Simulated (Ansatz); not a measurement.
**C₃H₈O₃Si: up Jacob's ladder to CCSD(T)**

How much do the methods differ for C₃H₈O₃Si? The plan is to run it at one geometry with functionals of several rungs and with coupled cluster, and see how far each lands from CCSD(T) at the basis-set limit for the atomisation energy.

Program: Ansatz 0.2.0, Gaussian basis. Level of theory: functionals in def2-TZVPP, the program's frozen cores in correlated methods. These are calculated values, not measurements.

The runs, in order: PBE-D4, r2SCAN-D4, PBE0-D4, B3LYP-D4, ωB97X-V, ωB97M-V, B2PLYP; CCSD(T)/def2-TZVPP; MP2/def2-QZVPP; extrapolation to the limit.

## 1. Structure used throughout

All runs share one geometry, relaxed beforehand with PBE0-D4 in a triple-zeta def2 set.

SMILES `CO[SiH2]OC(C)=O`, 15 atoms, charge 0, spin multiplicity 1.

Atoms are counted from 1 here; the program's logs count them from 0.

Bond lengths: C1–O2 1.410 Å, C1–H8 1.091 Å, C1–H9 1.094 Å, C1–H10 1.097 Å, O2–Si3 1.628 Å, Si3–O4 1.695 Å, Si3–H11 1.472 Å, Si3–H12 1.481 Å, O4–C5 1.338 Å, C5–C6 1.494 Å, C5–O7 1.206 Å, C6–H13 1.092 Å, C6–H14 1.092 Å, C6–H15 1.087 Å. Angles: O2–C1–H8 108.3°, O2–C1–H9 110.9°, O2–C1–H10 111.6°, H8–C1–H9 108.8°, H8–C1–H10 108.5°, H9–C1–H10 108.7°, C1–O2–Si3 123.9°, O2–Si3–O4 105.5°, O2–Si3–H11 106.5°, O2–Si3–H12 110.5°, O4–Si3–H11 110.8°, O4–Si3–H12 108.0°, H11–Si3–H12 115.2°, Si3–O4–C5 115.8°, O4–C5–C6 113.3°, O4–C5–O7 121.3°, C6–C5–O7 125.4°, C5–C6–H13 109.6° and more.

Geometry (Å):

| atom | x (Å) | y (Å) | z (Å) |
| --- | --- | --- | --- |
| C1 | 0.2744 | 1.7797 | -2.1552 |
| O2 | 1.3053 | 1.1551 | -1.4235 |
| Si3 | 1.1527 | -0.2919 | -0.6925 |
| O4 | 0.0044 | -0.0610 | 0.5326 |
| C5 | -0.2517 | -1.1278 | 1.2987 |
| C6 | -1.2847 | -0.8685 | 2.3462 |
| O7 | 0.3195 | -2.1755 | 1.1256 |
| H8 | 0.7148 | 2.5781 | -2.7544 |
| H9 | -0.4726 | 2.2143 | -1.4841 |
| H10 | -0.2266 | 1.0746 | -2.8292 |
| H11 | 2.4709 | -0.6117 | -0.1211 |
| H12 | 0.6162 | -1.2967 | -1.6385 |
| H13 | -0.9605 | -0.0435 | 2.9835 |
| H14 | -2.2184 | -0.5612 | 1.8707 |
| H15 | -1.4437 | -1.7641 | 2.9412 |

## 2. PBE-D4 (GGA)

File in.yaml:

```yaml
crystal:
  periodic: [false, false, false]
  atoms:
    - {symbol: C, position_ang: [0.274418, 1.779720, -2.155212]}
    - {symbol: O, position_ang: [1.305331, 1.155149, -1.423461]}
    - {symbol: Si, position_ang: [1.152702, -0.291863, -0.692505]}
    - {symbol: O, position_ang: [0.004370, -0.060981, 0.532551]}
    - {symbol: C, position_ang: [-0.251733, -1.127800, 1.298686]}
    - {symbol: C, position_ang: [-1.284732, -0.868526, 2.346226]}
    - {symbol: O, position_ang: [0.319490, -2.175534, 1.125565]}
    - {symbol: H, position_ang: [0.714814, 2.578051, -2.754411]}
    - {symbol: H, position_ang: [-0.472636, 2.214293, -1.484073]}
    - {symbol: H, position_ang: [-0.226597, 1.074599, -2.829174]}
    - {symbol: H, position_ang: [2.470949, -0.611677, -0.121092]}
    - {symbol: H, position_ang: [0.616226, -1.296651, -1.638509]}
    - {symbol: H, position_ang: [-0.960528, -0.043467, 2.983500]}
    - {symbol: H, position_ang: [-2.218390, -0.561178, 1.870744]}
    - {symbol: H, position_ang: [-1.443684, -1.764135, 2.941176]}
basis:
  gaussian: {orbitals: def2-TZVPP}
hamiltonian: {xc: pbe, dispersion: d4}
output: {forces: true, orbitals: {seedname: orbitals}}
```

The run is started by

```
ansatz run in.yaml --threads 2 --pin off --events-out ev --progress --plain --max-ram 20480MiB --backend cuda --devices 0, --max-vram 18GiB
```

After this run come: r2SCAN-D4 (meta-GGA); PBE0-D4 (hybrid); B3LYP-D4 (hybrid); ωB97X-V (range-separated); ωB97M-V (range-separated); B2PLYP (double hybrid); CCSD(T) in def2-TZVPP; MP2 in def2-QZVPP.

Before running them: what should the planned runs give, taken together? Wanted: atomisation energy, CCSD(T)/CBS; farthest; mean size of error, hybrid; mean size of error, range-separated; gap, smallest and largest; T1 diagnostic; triples share of the correlation energy.

As calculated:

| quantity | value |
| --- | --- |
| atomisation energy, CCSD(T)/CBS | 6098.9 kJ/mol |
| functionals within 30.5 kJ/mol (0.5 %) | r2SCAN-D4, PBE0-D4, B3LYP-D4, ωB97X-V, ωB97M-V |
| farthest | PBE-D4 (+124.4 kJ/mol) |
| mean size of error, hybrid | 12.7 kJ/mol |
| mean size of error, range-separated | 14.3 kJ/mol |
| gap, smallest and largest | 5.34 eV (PBE-D4), 13.03 eV (ωB97X-V) |
| T1 diagnostic | 0.0136 |
| triples share of the correlation energy | 3.8 % |

**Reading.** PBE-D4 is off by +124.4 kJ/mol. Double hybrids carry the basis error of their MP2 part in triple zeta, and no dispersion term here, so their miss is partly the set-up's. The reference freezes the cores and leaves out relativity and excitations past (T), so misses under about 30.5 kJ/mol can't be ranked. Hartree-Fock recovers 72 % of the binding; the rest is correlation. The gap grows from 5.3 to 13.0 eV across the functionals, mostly with the share of exact exchange.
